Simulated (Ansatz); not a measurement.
# AlSn (P-6m2) in Ansatz: further runs

One crystal, AlSn, is run at these levels: PBE; tasks: single point.

All numbers are computed with Ansatz 0.2.0; they aren't measurements. Logs are shortened: lines on timing, memory, paths and dates and some standing lists are left out, and cuts for length are marked.

## (1) Starting point

The structure is hexagonal, space group P-6m2 (No. 187). The conventional cell has a = 4.198 Å, b = 4.198 Å, c = 3.307 Å, α = 90.00°, β = 90.00°, γ = 120.00°. Sn (site symmetry -6m2) is surrounded by 6 Al at 2.93 Å and 2 Sn at 3.31 Å. Around Al (site symmetry -6m2) lie 6 Sn at 2.93 Å and 2 Al at 3.31 Å.

The cell comes from a database or a generator and needn't be the stable form of this composition.

## (2) Single point, PBE

input.yaml

```yaml
crystal:
  lattice:
    - [4.1981056157, 0.0, 0.0]
    - [-2.0990528078, 3.6356661109, 0.0]
    - [0.0, 0.0, 3.306847]
  atoms:
    - { symbol: Sn, position: [0.3333333333, 0.6666666667, 0.5] }
    - { symbol: Al, position: [0.0, 0.0, 0.0] }
hamiltonian:
  xc: pbe
  pseudopotentials: { kind: paw }
kpoints:
  mp_grid: { grid: [7, 7, 8] }
scf:
  occupations: { method: gaussian, width: 0.013 }
output:
  forces: true
  stress: true
  eigenvalues: true
  write_density: true
  write_potential: true
  elf: true
  volumetric_format: npy
```

Potentials or basis: Ansatz PAW.

On the command line:

```console
ansatz run input.yaml --threads 2 --pin off --max-ram 5632MiB --backend cpu --events-out ev --progress --plain --runs-dir out
```

What it wrote:

```text
Warning: RAYON_NUM_THREADS=2 ignored (pool sized by the plan → 2); use --threads N
Engine: ansatz 0.2.0, aarch64-unknown-linux-gnu
Pseudopotentials: kind: paw
Pseudopotential: Sn, paw, valence charge 14, recommended cutoff 420 eV (normal), Sn.paw.azcp
Pseudopotential: Al, paw, valence charge 3, recommended cutoff 420 eV (normal), Al.paw.azcp
Functional definition: PBE
  parameter kappa = 0.804
  parameter beta = 0.06672455060314922
  exchange = pbe_x(kappa = kappa, mu = beta*pi^2/3)
  correlation = pbe_c(beta = beta)
Crystal: 2 atoms, lattice volume = 50.472 Å³
Basis set: ecut = 420 eV, 953 PW (Γ), exchange–correlation on 60×60×48 points (8 copies of the dense FFT grid, shifted against one another)
Bands: 13, of which v1, the nominal top of the filled ones, is band 9 counted from 1 (8 counted from 0)
Symmetry: 12 space group operations
Space group: P-6m2 (ITA 187), of the structure as read, at distance tolerance 3.7e-5 Å
k-points: 40 of 392 (time reversal used)
Non-local potential: Sn, projectors of the file, l = 0: 2, l = 1: 2, l = 2: 2, l = 3: 2
Non-local potential: Al, projectors of the file, l = 0: 2, l = 1: 2, l = 2: 1
PAW form: soft (Blöchl's): semilocal exchange-correlation on the pseudo side does not see the compensation charge
PAW one-centre angular grid: Sn, 590 points (default); XC on 64 Gauss nodes
PAW one-centre angular grid: Al, 110 points (default); XC on 64 Gauss nodes
Initial density: superposition of atomic densities (neutral atoms: chi_scale 0, normalization atom), corrected by the library's trained network
Initial wavefunctions: pseudopotential atomic-orbital guess
Functional: x = pbe(κ = 0.804, μ = 0.2195149727645171), c = pbe(β = 0.06672455060314922)
SCF iter   1: F=—  HF=-6561.323996 eV  |F-HF|=—  |Δ(HF+E_count)|=         —  Δρ=1.92e-3  dr2=2.59e-3  ethr=1.77e-3  ⟨swp⟩=6.2  Hψ=3401  notcnv=0
preconditioner: auto → none  [insulator: Δε(μ)=0.094 eV  Ē_g=18.311 eV  σ=0.013 eV  W_gap=0.75  n_scr=8 (ndim 8)  ℏωp=21.6 eV  f_vac=0.000  D(μ)=0.71/eV (n_scr^D=0)  ε∞_Penn≈2.4]
SCF iter   2: F=—  HF=-6561.323044 eV  |F-HF|=—  |Δ(HF+E_count)|=   9.53e-4  Δρ=8.74e-4  dr2=3.81e-4  ethr=1.52e-5  ⟨swp⟩=2.1  Hψ=1313  notcnv=0  defer=26
SCF iter   3: F=—  HF=-6561.323054 eV  |F-HF|=—  |Δ(HF+E_count)|=   1.05e-5  Δρ=2.91e-4  dr2=4.01e-5  ethr=2.24e-6  ⟨swp⟩=2.0  Hψ=988  notcnv=0  defer=26
SCF iter   4: F=—  HF=-6561.323079 eV  |F-HF|=—  |Δ(HF+E_count)|=   2.53e-5  Δρ=8.81e-5  dr2=2.21e-6  ethr=2.36e-7  ⟨swp⟩=2.6  Hψ=754  notcnv=0  defer=26
SCF iter   5: F=—  HF=-6561.323082 eV  |F-HF|=—  |Δ(HF+E_count)|=   2.80e-6  Δρ=1.93e-5  dr2=1.13e-7  ethr=1.30e-8  ⟨swp⟩=2.0  Hψ=828  notcnv=0  defer=26
SCF iter   6: F=-6561.323082 eV  HF=-6561.323082 eV  |F-HF|=3.51e-10  |Δ(HF+E_count)|=   5.02e-8  Δρ=3.92e-6  dr2=6.74e-9  ethr=5.88e-10  ⟨swp⟩=10.6  Hψ=3355  notcnv=0
SCF 1 converged in 6 iterations: F = -6561.323082 eV  dr2 = 6.74e-9
SCF converged after 6 iterations
Free energy (F): -6561.323082 eV
Harris-Foulkes:  -6561.323082 eV  (|F-HF|=3.51e-10)
Internal energy: -6561.323023 eV  (E = F + TS)
E sigma→0 (E₀):  -6561.323052 eV
Entropy (-TS):   -0.000060 eV (-0.030 meV/atom)
Fermi energy:    7.896806 eV
--- Per-component energies (eV) ---
  E_band       = -108.266356
  E_kinetic    = 207.406517
  E_local      = -1142.404024  (includes V_loc(G=0)·N_el)
  E_nonlocal   = -21.609956
  E_hartree    = 665.554381
  E_xc         = -421.153916
  E_vxc        = -123.529142  (∫ρ·V_xc dr)
  E_paw        = -4603.766954  (= ΣΔE_a)
  E_vpaw       = -359.241801  (= ΣTr[D̂ρ^β])
  E_aug_tail   = -0.000003  (compensation charges beyond the density's cutoff)
  E_ewald      = -1245.349068
  E_smearing   = -0.000060  (= −TS)
  E_closure    = 0.000000  (closes the sum)
  Σ components = -6561.323082   (vs F -6561.323082, Δ=0.00e0)
--- Forces (eV/Å), atoms counted from 1 ---
  atom   1  Sn     0.00000000     0.00000000     0.00000000
  atom   2  Al    -0.00000000    -0.00000000     0.00000000
  max |Σ_I F_I| component: 3.70e-17 eV/Å
--- Stress (GPa, compression-positive) ---
        0.009177       0.000000       0.000000
        0.000000       0.009177       0.000000
        0.000000       0.000000       0.820702
  P = ⅓ Tr σ = 0.2797 GPa (2.797 kbar)
--- Band table (eV; the first three rows and the last of 40) ---
  k-point 0: bands = ["-13.4669", "-13.3610", "-13.3610", "-13.3417", "-13.3417", "-2.5534", "7.6739", "7.6739", "8.5890", "10.4977", "11.0158", "11.0158", "13.0658"]
  k-point 1: bands = ["-13.4411", "-13.3599", "-13.3599", "-13.3511", "-13.3511", "-2.3344", "7.9030", "7.9030", "8.0771", "9.1241", "11.1891", "11.1891", "14.0404"]
  k-point 2: bands = ["-13.3786", "-13.3741", "-13.3741", "-13.3569", "-13.3569", "-1.6775", "5.5432", "8.5735", "8.5735", "9.5338", "11.6666", "11.6666", "14.5079"]
  k-point 39: bands = ["-13.4170", "-13.4127", "-13.3477", "-13.3400", "-13.2773", "2.3765", "3.9848", "4.9402", "5.5884", "7.2526", "8.2679", "15.0085", "15.4082"]
```

It took 1.6 s on 2 threads of Arm Neoverse V2, shared host; peak memory 0.32 GiB.

Results:

* Free energy: -6561.3231 eV
* Pressure: 0.3 GPa
* Band gap on the k mesh: none (metal or under the smearing width)

Stress tensor (GPa, compression positive):
```
0.01 0.00 0.00
0.00 0.01 0.00
0.00 0.00 0.82
```

Levels at points of the mesh, in eV from the Fermi level:
| k point | band 4 | band 5 | band 6 | band 7 | band 8 | band 9 | band 10 | band 11 | band 12 | band 13 |
| --- | --- | --- | --- | --- | --- | --- | --- | --- | --- | --- |
| (0.00, 0.00, 0.00) | -21.24 | -21.24 | -10.45 | -0.22 | -0.22 | 0.69 | 2.60 | 3.12 | 3.12 | 5.17 |
| (0.00, 0.00, -0.50) | -21.25 | -21.19 | -7.42 | -6.22 | 2.72 | 2.72 | 3.57 | 3.57 | 3.77 | 4.16 |

## (3) Single point, PBE

Edit input.yaml of step 2 so:

```diff
@@ -14,3 +14,3 @@
 scf:
-  occupations: { method: gaussian, width: 0.013 }
+  occupations: { method: gaussian, width: 0.014 }
 output:
```

Potentials or basis: Ansatz PAW.

On the command line:

```console
ansatz run input.yaml --threads 2 --pin off --max-ram 5632MiB --backend cpu --events-out ev --progress --plain --runs-dir out
```

What it wrote:

```text
Warning: RAYON_NUM_THREADS=2 ignored (pool sized by the plan → 2); use --threads N
[... 9 set-up lines as earlier in the session ...]
Crystal: 2 atoms, lattice volume = 50.472 Å³
Basis set: ecut = 420 eV, 953 PW (Γ), exchange–correlation on 60×60×48 points (8 copies of the dense FFT grid, shifted against one another)
Bands: 13, of which v1, the nominal top of the filled ones, is band 9 counted from 1 (8 counted from 0)
[... 2 set-up lines as earlier in the session ...]
k-points: 40 of 392 (time reversal used)
[... 8 set-up lines as earlier in the session ...]
SCF iter   1: F=—  HF=-6561.324001 eV  |F-HF|=—  |Δ(HF+E_count)|=         —  Δρ=1.92e-3  dr2=2.59e-3  ethr=1.77e-3  ⟨swp⟩=6.2  Hψ=3401  notcnv=0
preconditioner: auto → none  [insulator: Δε(μ)=0.094 eV  Ē_g=18.311 eV  σ=0.014 eV  W_gap=0.75  n_scr=8 (ndim 8)  ℏωp=21.6 eV  f_vac=0.000  D(μ)=0.66/eV (n_scr^D=0)  ε∞_Penn≈2.4]
SCF iter   2: F=—  HF=-6561.323048 eV  |F-HF|=—  |Δ(HF+E_count)|=   9.53e-4  Δρ=8.74e-4  dr2=3.81e-4  ethr=1.52e-5  ⟨swp⟩=2.0  Hψ=1311  notcnv=0  defer=26
SCF iter   3: F=—  HF=-6561.323059 eV  |F-HF|=—  |Δ(HF+E_count)|=   1.06e-5  Δρ=2.91e-4  dr2=4.01e-5  ethr=2.24e-6  ⟨swp⟩=2.0  Hψ=986  notcnv=0  defer=26
SCF iter   4: F=—  HF=-6561.323084 eV  |F-HF|=—  |Δ(HF+E_count)|=   2.53e-5  Δρ=8.81e-5  dr2=2.21e-6  ethr=2.36e-7  ⟨swp⟩=2.6  Hψ=754  notcnv=0  defer=26
SCF iter   5: F=—  HF=-6561.323087 eV  |F-HF|=—  |Δ(HF+E_count)|=   2.80e-6  Δρ=1.93e-5  dr2=1.13e-7  ethr=1.30e-8  ⟨swp⟩=2.0  Hψ=828  notcnv=0  defer=26
SCF iter   6: F=-6561.323087 eV  HF=-6561.323087 eV  |F-HF|=3.51e-10  |Δ(HF+E_count)|=   4.99e-8  Δρ=3.93e-6  dr2=6.74e-9  ethr=5.88e-10  ⟨swp⟩=10.6  Hψ=3359  notcnv=0
SCF 1 converged in 6 iterations: F = -6561.323087 eV  dr2 = 6.74e-9
SCF converged after 6 iterations
Free energy (F): -6561.323087 eV
Harris-Foulkes:  -6561.323087 eV  (|F-HF|=3.51e-10)
Internal energy: -6561.323023 eV  (E = F + TS)
E sigma→0 (E₀):  -6561.323055 eV
Entropy (-TS):   -0.000064 eV (-0.032 meV/atom)
Fermi energy:    7.896329 eV
--- Per-component energies (eV) ---
  E_band       = -108.266355
  E_kinetic    = 207.406517
  E_local      = -1142.404023  (includes V_loc(G=0)·N_el)
  E_nonlocal   = -21.609956
  E_hartree    = 665.554380
  E_xc         = -421.153916
  E_vxc        = -123.529143  (∫ρ·V_xc dr)
  E_paw        = -4603.766954  (= ΣΔE_a)
  E_vpaw       = -359.241801  (= ΣTr[D̂ρ^β])
  E_aug_tail   = -0.000003  (compensation charges beyond the density's cutoff)
  E_ewald      = -1245.349068
  E_smearing   = -0.000064  (= −TS)
  E_closure    = 0.000000  (closes the sum)
  Σ components = -6561.323087   (vs F -6561.323087, Δ=0.00e0)
--- Forces (eV/Å), atoms counted from 1 ---
  atom   1  Sn     0.00000000     0.00000000     0.00000000
  atom   2  Al    -0.00000000    -0.00000000     0.00000000
  max |Σ_I F_I| component: 5.55e-17 eV/Å
--- Stress (GPa, compression-positive) ---
        0.009177       0.000000       0.000000
        0.000000       0.009177       0.000000
        0.000000       0.000000       0.820702
  P = ⅓ Tr σ = 0.2797 GPa (2.797 kbar)
--- Band table (eV; the first three rows and the last of 40) ---
  k-point 0: bands = ["-13.4669", "-13.3610", "-13.3610", "-13.3417", "-13.3417", "-2.5534", "7.6739", "7.6739", "8.5890", "10.4977", "11.0158", "11.0158", "13.0658"]
  k-point 1: bands = ["-13.4411", "-13.3599", "-13.3599", "-13.3511", "-13.3511", "-2.3344", "7.9030", "7.9030", "8.0771", "9.1241", "11.1891", "11.1891", "14.0404"]
  k-point 2: bands = ["-13.3786", "-13.3741", "-13.3741", "-13.3569", "-13.3569", "-1.6775", "5.5432", "8.5735", "8.5735", "9.5338", "11.6666", "11.6666", "14.5079"]
  k-point 39: bands = ["-13.4170", "-13.4127", "-13.3477", "-13.3400", "-13.2773", "2.3765", "3.9848", "4.9402", "5.5884", "7.2526", "8.2679", "15.0085", "15.4082"]
```

rho_z.tsv:

```text
# z_ang	rho[e/angstrom^3]
# format = ansatz-planar-average/11
# lattice	4.198105616	-0.000000000	0.000000000
# lattice	-2.099052808	3.635666111	0.000000000
# lattice	0.000000000	0.000000000	3.306847000
# sites	2
# site	50	0.000000000	2.423777407	1.653423500
# site	13	0.000000000	-0.000000000	0.000000000
0.000000	1.189951e-1
0.137785	1.208608e-1
0.275571	1.264871e-1
0.413356	1.360703e-1
0.551141	1.501661e-1
0.688926	1.707028e-1
[... 16 lines left out ...]
3.031276	1.264871e-1
3.169062	1.208608e-1
```

Run time: 1.6 s. Hardware: 2 threads of Arm Neoverse V2, shared host; peak memory 0.32 GiB.

What came out:

| Quantity | Value |
| --- | --- |
| Free energy | -6561.3231 eV |
| Pressure | 0.3 GPa |
| Band gap on the k mesh | none (metal or under the smearing width) |
